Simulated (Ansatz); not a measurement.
**C2HF3Ge: up Jacob's ladder to CCSD(T)**

An exercise on one series of results from a longer session: the logs are not shown, and one member is left open.

Computed with Ansatz 0.2.0, Gaussian basis. Level: functionals in def2-TZVPP, the program's frozen cores in correlated methods.

The runs, in order: LDA (SPW92), PBE-D4, revPBE-D4, BLYP-D4, r2SCAN-D4, B97M-V, PBE0-D4, B3LYP-D4, r2SCANh-D4, r2SCAN0-D4, HSE06-D4, BHLYP-D4, CAM-B3LYP-D4, LC-ωPBE, ωB97X-V, ωB97M-V, B2PLYP, PBE-QIDH; CCSD(T)/def2-SVP; CCSD(T)/def2-TZVPP; MP2/def2-QZVPP; extrapolation to the limit; RPA on PBE.

## Structure used throughout

All runs share one geometry, relaxed beforehand with PBE0-D4 in a triple-zeta def2 set.

7 atoms, charge 0, spin multiplicity 1.

Atoms are counted from 1 here; the program's logs count them from 0.

Bond lengths: C1–C2 1.202 Å, C1–H7 1.067 Å, C2–Ge3 1.860 Å, Ge3–F4 1.703 Å, Ge3–F5 1.703 Å, Ge3–F6 1.703 Å. Angles: C2–C1–H7 180.0°, C1–C2–Ge3 180.0°, C2–Ge3–F4 112.1°, C2–Ge3–F5 112.1°, C2–Ge3–F6 112.1°, F4–Ge3–F5 106.7°, F4–Ge3–F6 106.7°, F5–Ge3–F6 106.7°.

The first run:

Input file in.yaml:

```yaml
crystal:
  periodic: [false, false, false]
  atoms:
    - {symbol: C, position_ang: [0.576564, -1.925378, 0.422949]}
    - {symbol: C, position_ang: [0.242531, -0.798916, 0.170398]}
    - {symbol: Ge, position_ang: [-0.274131, 0.944376, -0.220420]}
    - {symbol: F, position_ang: [-1.801075, 1.008027, -0.971545]}
    - {symbol: F, position_ang: [0.820267, 1.717420, -1.271367]}
    - {symbol: F, position_ang: [-0.376067, 1.911876, 1.177204]}
    - {symbol: H, position_ang: [0.873109, -2.925505, 0.647180]}
basis:
  gaussian: {orbitals: def2-TZVPP}
hamiltonian: {xc: lda}
output: {orbitals: {seedname: orbitals}}
```

Launch:

```
ansatz run in.yaml --threads 4 --pin off --events-out ev --progress --plain --max-ram 10444MiB
```

Steps of the session up to this table: LDA; PBE-D4 (GGA); revPBE-D4 (GGA); BLYP-D4 (GGA); r2SCAN-D4 (meta-GGA); B97M-V (meta-GGA); B3LYP-D4 (hybrid); r2SCANh-D4 (hybrid); r2SCAN0-D4 (hybrid); HSE06-D4 (hybrid); BHLYP-D4 (hybrid); CAM-B3LYP-D4 (range-separated); LC-ωPBE (range-separated); ωB97X-V (range-separated); ωB97M-V (range-separated); B2PLYP (double hybrid); PBE-QIDH (double hybrid).

One of the session's tables, all rows but one given; the rest of the session is left out.

It belongs to the step «Frontier levels by functional». 

```
  functional  HOMO (eV)  gap (eV)
 LDA (SPW92)      -8.57      6.20
      PBE-D4      -8.33      6.27
   revPBE-D4      -8.24      6.30
     BLYP-D4      -8.15      6.22
   r2SCAN-D4      -8.61      6.76
      B97M-V      -8.56      6.78
     PBE0-D4      -9.64      8.51
    B3LYP-D4      -9.37      8.01
  r2SCANh-D4      -9.10      7.59
  r2SCAN0-D4      -9.83      8.82
    HSE06-D4          ?         ?
    BHLYP-D4     -10.76     10.65
CAM-B3LYP-D4     -11.04     11.03
     LC-ωPBE     -12.51     13.72
     ωB97X-V     -12.06     13.18
     ωB97M-V     -11.93     12.93
```

Estimate the missing values for HSE06-D4.

As computed: HOMO (eV): -9.23; gap (eV): 7.72. In the column «HOMO (eV)» it lies between B3LYP-D4 (-9.37) and r2SCANh-D4 (-9.10).
